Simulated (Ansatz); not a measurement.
Ge2Sb2Te5 in Ansatz: the effect of functional

Ge2Sb2Te5:

```
Te Sb Ge
1.0
     6.83914   -3.06601    0.00000
     6.83914    3.06601    0.00000
    -6.83098    0.00000    6.84761
Te Sb Ge
5 2 2
Direct
  0.59470 0.59470 0.38643
  0.79529 0.79529 0.19611
  0.00832 0.00832 0.00643
  0.20652 0.20652 0.80980
  0.39996 0.39996 0.59712
  0.90171 0.90171 0.58787
  0.11187 0.11187 0.41735
  0.28429 0.28429 0.18783
  0.49734 0.49734 0.01104
```

The cell comes from a database or a generator and needn't be the stable form of this composition.

Alike in all runs:

| Property | Result |
| --- | --- |
| Program | Ansatz 0.2.0 |
| Task | band structure |
| Potentials or basis | Ansatz PAW |
| k mesh | 4 × 4 × 3 |
| Occupations | fermi-dirac, width 0.05 eV |
| Spin | no spin polarisation |

Task: One run gave: gap on the mesh 0.07 eV; pressure 3.6 GPa; largest force 0.20 eV/Å. Which functional did it use?
A. r2SCAN
B. BLYP
C. RPBE
D. revPBE
E. PBEsol

Result: B.

```csv
functional,cutoff,gap on the mesh (eV),pressure (GPa),largest force (eV/Å)
PBEsol,420 eV (not typed: the program's choice for these potentials),0.07,-2.5,0.18
RPBE,420 eV (not typed: the program's choice for these potentials),0.05,1.2,0.16
revPBE,420 eV (not typed: the program's choice for these potentials),0.06,0.8,0.16
BLYP,420 eV (not typed: the program's choice for these potentials),0.07,3.6,0.20
r2SCAN,500 eV (not typed: the program's choice for these potentials),0.04,-1.0,0.25
```

Caveats: spin-orbit coupling is left out, which moves the levels of the heavy elements; the PAW data sets come from PBE, with cores solved anew for the run's functional, which leaves a small shift of forces and pressure.

Runs at the PBE level aren't shown here.
